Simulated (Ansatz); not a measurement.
# GeTe (SMILES [Ge][Te]): HF/STO-3G

Aim: the vertical ionisation energy of GeTe at HF/STO-3G, from 2 runs. 

The calculation is run with Ansatz 0.2.0.

37 further runs of the same task are left out: 1 that didn't finish, 36 set aside as unsound or not needed.

**1. Starting point**

GeTe has 2 atoms, charge 0, and is taken as a singlet. SMILES: `[Ge][Te]`. The bond length is the measured one.

Bond lengths: Ge1–Te2 2.340 Å.

**2. The energy at HF/STO-3G**

Contents of input.yaml:

```yaml
crystal:
  periodic: [false, false, false]
  atoms:
    - {symbol: Ge, position_ang: [0.000000, 0.000000, 0.000000]}
    - {symbol: Te, position_ang: [0.000000, 0.000000, 2.340165]}
basis:
  gaussian:
    orbitals: STO-3G
hamiltonian:
  xc: hf
accuracy: high
output: {orbitals: {seedname: orbitals}}
```

Command:

```console
$ ansatz run input.yaml --threads 1 --pin off --max-ram 3480MiB --events-out events.jsonl --progress --plain --runs-dir runs
```

What it wrote:

```text
Warning: RAYON_NUM_THREADS=1 ignored (pool sized by the plan → 1); use --threads N
Functional definition: HF
  name "HF"
  exchange = exact_x
  correlation = 0
564 factors; integrals over basis functions are off by at most 4.8e-9 eV
mean field evaluation 1: about -233984.9647 eV, gradient 1.9e1 eV
mean field evaluation 2: about -233984.9964 eV, gradient 1.9e1 eV
mean field evaluation 4: about -233987.6497 eV, gradient 1.0e0 eV
mean field evaluation 8: about -233987.6554 eV, gradient 1.8e-2 eV
mean field -233987.65539560 eV, -8598.8877332591 hartree, gradient 2.2e-8 eV, S^2 0.000000; 0 other end points of the search recorded, 0 dependent functions left out
reference -233987.65539560 eV, -8598.8877332591 hartree; 42, 42 occupied and 3, 3 virtual orbitals, 564 factors
Total energy: -233987.65539560 eV, -8598.8877332591 hartree
```

It took 0.62 s on 1 thread of Arm Neoverse V1, shared host; peak memory 0.095 GiB.

**3. The doublet cation at the same level**

Edit input.yaml of step 2 so:

```diff
@@ -8,2 +8,6 @@
     orbitals: STO-3G
+total_charge: 1
+magnetization:
+  spin_polarized: true
+  initial_magnetization: 1
 hamiltonian:
```

Command:

```console
$ ansatz run input.yaml --threads 1 --pin off --max-ram 3480MiB --events-out events.jsonl --progress --plain --runs-dir runs
```

What it wrote (excerpt; [...] marks lines left out):

```text
Warning: RAYON_NUM_THREADS=1 ignored (pool sized by the plan → 1); use --threads N
Functional definition: HF
  name "HF"
[...]
564 factors; integrals over basis functions are off by at most 4.8e-9 eV
[...]
mean field -233981.91570288 eV, -8598.6768034419 hartree, gradient 1.7e-8 eV, S^2 0.918111; 8 other end points of the search recorded, 0 dependent functions left out
reference -233981.91570288 eV, -8598.6768034419 hartree; 42, 41 occupied and 3, 4 virtual orbitals, 564 factors
Total energy: -233981.91570288 eV, -8598.6768034419 hartree
```

It took 6.6 s on 1 thread of Arm Neoverse V1, shared host; peak memory 0.14 GiB.

**4. Results**

At HF/STO-3G:

| quantity | value |
| --- | --- |
| singlet GeTe: total energy | -8598.88773 Eh |
| singlet GeTe: HOMO energy | -6.10 eV |
| singlet GeTe: LUMO energy | 4.01 eV |
| singlet GeTe: HOMO–LUMO gap | 10.11 eV |
| doublet cation: total energy | -8598.67680 Eh |
| doublet cation: HOMO energy (highest over α and β) | -13.19 eV |
| doublet cation: LUMO energy (lowest over α and β) | -5.55 eV |
| doublet cation: ⟨S²⟩ | 0.918 |
| vertical ionisation energy (to the doublet cation) | 5.740 eV |

Removing an electron at fixed nuclei costs 5.74 eV (554 kJ/mol). The negative HOMO energy of the first species, 6.10 eV, lies 0.36 eV above that difference. In a minimal basis such a difference can be off by several eV, whatever the method. Relativity is left out (singlet GeTe) although the molecule holds a heavy atom. ⟨S²⟩ (doublet cation) is 0.92 where a pure doublet has 0.75: the reference is spin-contaminated. Relativity is left out (doublet cation) although the molecule holds a heavy atom.
